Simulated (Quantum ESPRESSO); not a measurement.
# SiO (F-43m) in Quantum ESPRESSO: notebook

One crystal, SiO, is run at these levels: PBE; tasks: phonons.

Everything below comes from runs of Quantum ESPRESSO 7.5. Logs are shortened: lines on timing, memory, paths and dates and some standing lists are left out, and cuts for length are marked.

## 1. The structure

It takes space group F-43m (No. 216, cubic). The conventional cell has a = 4.867 Å, b = 4.867 Å, c = 4.867 Å, α = 90.00°, β = 90.00°, γ = 90.00°. Si (site symmetry -43m) has 4 O at 2.11 Å as nearest neighbours. O (site symmetry -43m) has 4 Si at 2.11 Å as nearest neighbours.

The cell was built by a generator and needn't be a form met in nature.

## 2. Phonons, PBE

pw.in

```
&CONTROL
  calculation = 'scf'
  prefix = 'pwscf'
  outdir = './tmp'
  pseudo_dir = './pseudo'
  tprnfor = .true.
  tstress = .true.
  disk_io = 'low'
/
&SYSTEM
  ibrav = 0
  nat = 2
  ntyp = 2
  ecutwfc = 88
  nbnd = 10
  occupations = 'smearing'
  smearing = 'fd'
  degauss = 0.00367493
/
&ELECTRONS
  conv_thr = 4d-10
  electron_maxstep = 120
  mixing_beta = 0.5
/
ATOMIC_SPECIES
Si    28.0850 14_Si_4_1.9_1.9_pbe_n_v1.0.upf
O     15.9990 08_O_6_1.2_1.4_pbe_n_v1.0.upf
CELL_PARAMETERS angstrom
   0.0000000000    2.4336400000    2.4336400000
   2.4336400000    0.0000000000    2.4336400000
   2.4336400000    2.4336400000    0.0000000000
ATOMIC_POSITIONS crystal
Si     0.7500000000    0.7500000000    0.7500000000
O      0.0000000000    0.0000000000    0.0000000000
K_POINTS automatic
6 6 6 1 1 1
```

scf2.in

```
&CONTROL
  calculation = 'scf'
  prefix = 'pwscf'
  outdir = './tmp'
  pseudo_dir = './pseudo'
  tprnfor = .true.
  tstress = .true.
  disk_io = 'low'
/
&SYSTEM
  ibrav = 0
  nat = 2
  ntyp = 2
  ecutwfc = 88
  nbnd = 10
  occupations = 'smearing'
  smearing = 'fd'
  degauss = 0.00367493
/
&ELECTRONS
  conv_thr = 1d-13
  electron_maxstep = 120
  mixing_beta = 0.5
  startingpot = 'file'
  startingwfc = 'file'
/
ATOMIC_SPECIES
Si    28.0850 14_Si_4_1.9_1.9_pbe_n_v1.0.upf
O     15.9990 08_O_6_1.2_1.4_pbe_n_v1.0.upf
CELL_PARAMETERS angstrom
   0.0000000000    2.4336400000    2.4336400000
   2.4336400000    0.0000000000    2.4336400000
   2.4336400000    2.4336400000    0.0000000000
ATOMIC_POSITIONS crystal
Si     0.7500000000    0.7500000000    0.7500000000
O      0.0000000000    0.0000000000    0.0000000000
K_POINTS automatic
6 6 6 1 1 1
```

ph.in

```
phonons of SiO
&INPUTPH
  prefix = 'pwscf'
  outdir = './tmp'
  tr2_ph = 1d-18
  fildyn = 'dyn'
  niter_ph = 90
  alpha_mix(1) = 0.4
/
0.0000000000 0.0000000000 0.0000000000
```

dynmat.in

```
&INPUT
  fildyn = 'dyn'
  asr = 'crystal'
  filout = 'dynmat.disp'
  fileig = 'dynmat.eig'
/
```

Potentials or basis: SPMS 1.0 PBE.

Command:

```console
$ OMP_NUM_THREADS=1 pw.x -in pw.in > pw.out
$ OMP_NUM_THREADS=1 pw.x -in scf2.in > scf2.out
$ OMP_NUM_THREADS=1 ph.x -in ph.in > ph.out
$ OMP_NUM_THREADS=1 dynmat.x -in dynmat.in > dynmat.out
```

pw.out:

```text
This program is part of the open-source Quantum ESPRESSO suite
     for quantum simulation of materials; please cite
[... 9 lines left out ...]
     --------------------
     sticks:   dense  smooth     PW     G-vecs:    dense   smooth      PW
     Sum        1027    1027    313                21595    21595    3695

     Using Slab Decomposition

     bravais-lattice index     =            0
     lattice parameter (alat)  =       6.5038  a.u.
     unit-cell volume          =     194.5340 (a.u.)^3
     number of atoms/cell      =            2
     number of atomic types    =            2
     number of electrons       =        10.00
     number of Kohn-Sham states=           10
     kinetic-energy cutoff     =      88.0000  Ry
     charge density cutoff     =     352.0000  Ry
     scf convergence threshold =      4.0E-10
     mixing beta               =       0.5000
     number of iterations used =            8  plain     mixing
     Exchange-correlation= PBE
                           (   1   4   3   4   0   0   0)

     celldm(1)=   6.503845  celldm(2)=   0.000000  celldm(3)=   0.000000
     celldm(4)=   0.000000  celldm(5)=   0.000000  celldm(6)=   0.000000

[... 8 lines left out ...]
               b(3) = (  0.707107  0.707107 -0.707107 )

     PseudoPot. # 1 for Si read from file:
     14_Si_4_1.9_1.9_pbe_n_v1.0.upf
     Pseudo is Norm-conserving + core correction, Zval =  4.0
     Generated using ONCVPSP code by D. R. Hamann
     Using radial grid of 1524 points,  6 beta functions with:
                l(1) =   0
                l(2) =   0
                l(3) =   1
                l(4) =   1
                l(5) =   2
                l(6) =   2

     PseudoPot. # 2 for O  read from file:
     08_O_6_1.2_1.4_pbe_n_v1.0.upf
     Pseudo is Norm-conserving + core correction, Zval =  6.0
     Generated using ONCVPSP code by D. R. Hamann
     Using radial grid of  934 points,  5 beta functions with:
                l(1) =   0
                l(2) =   0
                l(3) =   1
                l(4) =   1
                l(5) =   2

     atomic species   valence    mass     pseudopotential
     Si                4.00    28.08500     Si( 1.00)
     O                 6.00    15.99900     O ( 1.00)

     24 Sym. Ops. (no inversion) found

   Cartesian axes

     site n.     atom                  positions (alat units)
         1        Si     tau(   1) = (   1.0606602   1.0606602   1.0606602  )
         2        O      tau(   2) = (   0.0000000   0.0000000   0.0000000  )

     number of k points=    28  Fermi-Dirac smearing, width (Ry)=  0.0037
                       cart. coord. in units 2pi/alat
        k(    1) = (   0.0589256   0.0589256   0.0589256), wk =   0.0185185
        k(    2) = (   0.1767767   0.1767767  -0.0589256), wk =   0.0555556
        k(    3) = (   0.2946278   0.2946278  -0.1767767), wk =   0.0555556
        k(    4) = (  -0.2946278  -0.2946278   0.4124790), wk =   0.0555556
        k(    5) = (  -0.1767767  -0.1767767   0.2946278), wk =   0.0555556
        k(    6) = (  -0.0589256  -0.0589256   0.1767767), wk =   0.0555556
[... 20 lines left out ...]
        k(   27) = (   0.2946278   0.2946278   0.2946278), wk =   0.0185185
        k(   28) = (  -0.2946278  -0.2946278   0.8838835), wk =   0.0555556

     Dense  grid:    21595 G-vectors     FFT dimensions: (  40,  40,  40)

     Initial potential from superposition of free atoms

     starting charge       9.9994, renormalised to      10.0000
     Starting wfcs are    8 randomized atomic wfcs +    2 random wfcs

     Self-consistent Calculation

     iteration #  1     ecut=    88.00 Ry     beta= 0.50
     Davidson diagonalization with overlap
     ethr =  1.00E-02,  avg # of iterations =  6.0

     total energy              =     -41.22165410 Ry
     estimated scf accuracy    <       0.41882997 Ry

     iteration #  2     ecut=    88.00 Ry     beta= 0.50
     Davidson diagonalization with overlap
     ethr =  4.19E-03,  avg # of iterations =  2.0

     total energy              =     -41.32493974 Ry
     estimated scf accuracy    <       0.43025940 Ry

     iteration #  3     ecut=    88.00 Ry     beta= 0.50
     Davidson diagonalization with overlap
     ethr =  4.19E-03,  avg # of iterations =  1.0

     total energy              =     -41.39522358 Ry
     estimated scf accuracy    <       0.00300183 Ry

     iteration #  4     ecut=    88.00 Ry     beta= 0.50
     Davidson diagonalization with overlap
     ethr =  3.00E-05,  avg # of iterations =  5.5

     total energy              =     -41.39610736 Ry
     estimated scf accuracy    <       0.00206767 Ry

     iteration #  5     ecut=    88.00 Ry     beta= 0.50
     Davidson diagonalization with overlap
     ethr =  2.07E-05,  avg # of iterations =  1.0

     total energy              =     -41.39621888 Ry
     estimated scf accuracy    <       0.00009069 Ry

     iteration #  6     ecut=    88.00 Ry     beta= 0.50
     Davidson diagonalization with overlap
     c_bands:  1 eigenvalues not converged
     ethr =  9.07E-07,  avg # of iterations =  3.7

     total energy              =     -41.39618005 Ry
     estimated scf accuracy    <       0.00011649 Ry

     iteration #  7     ecut=    88.00 Ry     beta= 0.50
     Davidson diagonalization with overlap
     ethr =  9.07E-07,  avg # of iterations =  1.2

     total energy              =     -41.39617758 Ry
     estimated scf accuracy    <       0.00001547 Ry

     iteration #  8     ecut=    88.00 Ry     beta= 0.50
     Davidson diagonalization with overlap
     ethr =  1.55E-07,  avg # of iterations =  1.5

     total energy              =     -41.39617877 Ry
     estimated scf accuracy    <       0.00000106 Ry

     iteration #  9     ecut=    88.00 Ry     beta= 0.50
     Davidson diagonalization with overlap
     ethr =  1.06E-08,  avg # of iterations =  1.1

     total energy              =     -41.39617878 Ry
     estimated scf accuracy    <       0.00000036 Ry

     iteration # 10     ecut=    88.00 Ry     beta= 0.50
     Davidson diagonalization with overlap
     ethr =  3.65E-09,  avg # of iterations =  1.0

     total energy              =     -41.39617881 Ry
     estimated scf accuracy    <       0.00000001 Ry

     iteration # 11     ecut=    88.00 Ry     beta= 0.50
     Davidson diagonalization with overlap
     ethr =  1.33E-10,  avg # of iterations =  2.4

     total energy              =     -41.39617882 Ry
     estimated scf accuracy    <       0.00000001 Ry

     iteration # 12     ecut=    88.00 Ry     beta= 0.50
     Davidson diagonalization with overlap
     ethr =  1.13E-10,  avg # of iterations =  1.0

     End of self-consistent calculation

          k = 0.0589 0.0589 0.0589 (  2719 PWs)   bands (ev):

   -13.4251   0.6575   2.0491   2.0491   2.7465  10.8023  11.1299  11.1299
    18.1635  18.2036

          k = 0.1768 0.1768-0.0589 (  2722 PWs)   bands (ev):

   -13.2356  -0.6307   1.6754   1.9853   4.1142   9.9067  11.2713  11.3033
    16.7902  17.4132

          k = 0.2946 0.2946-0.1768 (  2717 PWs)   bands (ev):

   -12.9194  -1.8769   1.3913   1.7615   5.1363   9.3168  11.1070  11.3876
    17.2496  17.2567

          k =-0.2946-0.2946 0.4125 (  2716 PWs)   bands (ev):

   -12.8007  -2.2497   1.3888   1.6059   5.3216   9.2518  11.0324  11.3851
    17.0981  17.9949

          k =-0.1768-0.1768 0.2946 (  2711 PWs)   bands (ev):

   -13.0190  -1.5327   1.6388   1.6551   4.9088   9.3481  11.1968  11.4773
    16.2202  18.0706

          k =-0.0589-0.0589 0.1768 (  2713 PWs)   bands (ev):

   -13.3253  -0.1121   1.8730   1.9032   3.6589  10.1535  11.2739  11.3212
    16.3954  18.6606

          k = 0.2946 0.0589 0.0589 (  2716 PWs)   bands (ev):

   -13.1476  -0.8652   1.5702   1.5866   4.7517   9.1716  11.5377  11.6603
    14.7319  19.4544

          k = 0.4125 0.1768-0.0589 (  2721 PWs)   bands (ev):

   -12.8891  -1.6027   0.9393   1.3997   5.9004   8.5082  11.0918  11.9480
    14.6801  19.3529

          k =-0.1768-0.4125 0.5303 (  2707 PWs)   bands (ev):

   -12.7121  -1.9859   0.4470   1.2977   6.5413   8.6472  10.4774  11.9259
    15.5373  18.6063

          k =-0.0589-0.2946 0.4125 (  2713 PWs)   bands (ev):

   -12.8131  -1.7745   0.5323   1.5228   6.2452   8.8574  10.4481  11.8197
    15.8777  18.0345

          k = 0.0589-0.1768 0.2946 (  2709 PWs)   bands (ev):

   -13.0772  -1.1915   1.3276   1.7738   4.9751   9.2953  11.1722  11.5575
    15.5920  18.2754

          k = 0.5303 0.0589 0.0589 (  2720 PWs)   bands (ev):

   -12.7415  -1.8263   0.8851   1.0337   6.1661   7.5431  12.0263  12.4550
    13.3288  18.8310

          k =-0.0589-0.5303 0.6482 (  2714 PWs)   bands (ev):

   -12.6233  -1.9045   0.3754   0.8405   6.7819   7.6193  11.4452  12.4128
    13.7882  19.0132

          k = 0.0589-0.4125 0.5303 (  2709 PWs)   bands (ev):

   -12.6587  -1.8253   0.0019   1.1573   7.0654   8.3695  10.3418  12.1520
    14.9764  18.5578

          k = 0.1768-0.2946 0.4125 (  2711 PWs)   bands (ev):

   -12.8069  -2.0395   0.9839   1.5488   5.7782   9.0577  10.7501  11.5982
    16.4023  18.3142

          k =-0.6482 0.0589 0.0589 (  2720 PWs)   bands (ev):

   -12.6267  -2.0092   0.7067   0.8977   6.1754   7.3602  12.3156  12.6911
    13.1680  18.3509

          k =-0.5303 0.1768-0.0589 (  2711 PWs)   bands (ev):

   -12.7218  -1.8266   0.5943   1.0458   6.5729   7.8611  11.1782  12.2950
    14.1227  19.1737

          k =-0.4125 0.0589 0.0589 (  2710 PWs)   bands (ev):

   -12.9341  -1.4467   1.1976   1.2807   5.6784   8.2011  11.7885  12.0720
    13.7197  19.4042

          k = 0.1768 0.1768 0.1768 (  2710 PWs)   bands (ev):

   -13.1568  -1.0698   1.8626   1.8626   4.2867   9.7137  11.3359  11.3359
    17.4053  17.5610

          k = 0.2946 0.2946 0.0589 (  2704 PWs)   bands (ev):

   -12.9548  -1.5525   0.9328   1.7966   5.4948   9.2643  10.7542  11.5438
    16.6039  17.2917

          k =-0.2946-0.2946 0.6482 (  2708 PWs)   bands (ev):

   -12.7286  -1.8500   0.1659   1.4716   6.6252   8.7616  10.2972  11.8843
    16.0025  17.6700

          k =-0.1768-0.1768 0.5303 (  2708 PWs)   bands (ev):

   -12.7169  -1.9057   0.4714   1.2297   6.5093   8.2346  10.9196  12.0962
    14.6504  19.3143

          k = 0.4125 0.1768 0.1768 (  2710 PWs)   bands (ev):

   -12.8579  -1.8243   1.0806   1.4235   5.7742   8.7887  10.9745  11.7552
    15.3463  18.9033

          k =-0.1768-0.4125 0.7660 (  2709 PWs)   bands (ev):

   -12.6905  -1.8242   0.2413   1.0793   7.0180   8.3346  10.3112  12.1524
    15.0054  18.6647

          k =-0.0589-0.2946 0.6482 (  2715 PWs)   bands (ev):

   -12.6199  -1.7826   0.1235   0.7039   7.5263   8.0198  10.3052  12.2495
    14.5146  19.1637

          k =-0.7660 0.1768 0.1768 (  2701 PWs)   bands (ev):

   -12.6352  -1.8584   0.0477   1.1207   6.8487   7.9710  11.0231  12.3427
    14.1414  19.3855

          k = 0.2946 0.2946 0.2946 (  2725 PWs)   bands (ev):

   -12.8616  -2.1686   1.6938   1.6938   4.9295   9.3566  11.2900  11.2900
    17.0456  18.0910

          k =-0.2946-0.2946 0.8839 (  2721 PWs)   bands (ev):

   -12.7534  -2.0985   0.7275   1.5225   6.0500   8.9892  10.6125  11.6430
    16.5048  18.1179

     the Fermi energy is     7.4912 ev

!    total energy              =     -41.39617882 Ry
     estimated scf accuracy    <          3.6E-10 Ry
     smearing contrib. (-TS)   =      -0.00053602 Ry
     internal energy E=F+TS    =     -41.39564280 Ry

     The total energy is F=E-TS. E is the sum of the following terms:
     one-electron contribution =     -11.54075562 Ry
     hartree contribution      =      11.45049226 Ry
     xc contribution           =     -11.19981435 Ry
     ewald contribution        =     -30.10556508 Ry

     convergence has been achieved in  12 iterations

     Forces acting on atoms (cartesian axes, Ry/au):

     atom    1 type  1   force =    -0.00000000    0.00000000    0.00000000
     atom    2 type  2   force =    -0.00000000    0.00000000    0.00000000

     Total force =     0.000000     Total SCF correction =     0.000000

     Computing stress (Cartesian axis) and pressure

          total   stress  (Ry/bohr**3)                   (kbar)     P=        1.91
   0.00001300  -0.00000000  -0.00000000            1.91       -0.00       -0.00
  -0.00000000   0.00001300  -0.00000000           -0.00        1.91       -0.00
  -0.00000000  -0.00000000   0.00001300           -0.00       -0.00        1.91

=------------------------------------------------------------------------------=
   JOB DONE.
=------------------------------------------------------------------------------=
```

Run time: 3.2 min. Hardware: 1 thread of Intel Xeon Platinum 8259CL at 2.50GHz (Skylake/Cascade Lake), shared host; peak memory 0.07 GiB.

Results:

```
Free energy                   : -563.2237 eV
Pressure after relaxing       : 0.2 GPa
Band gap on the k mesh        : none (metal or under the smearing width)
Highest phonon frequency at Γ : 9 cm⁻¹
Most unstable mode            : 256i cm⁻¹
```

Phonon frequencies in cm⁻¹ (negative: imaginary):
```csv
q point,frequencies
"(0.000, 0.000, 0.000)",-256 -256 -256 9 9 9
```

Optical modes at Γ, degenerate ones joined:
```csv
cm⁻¹,components,symmetry,active in
256i,3,T2,IR and Raman
```

Caveat: the k mesh is coarse (spacing up to 0.37 Å⁻¹), so the values aren't converged; the mesh is thin for the phonons of a metal; some modes are imaginary.

(Continued in part 2 of 2.)
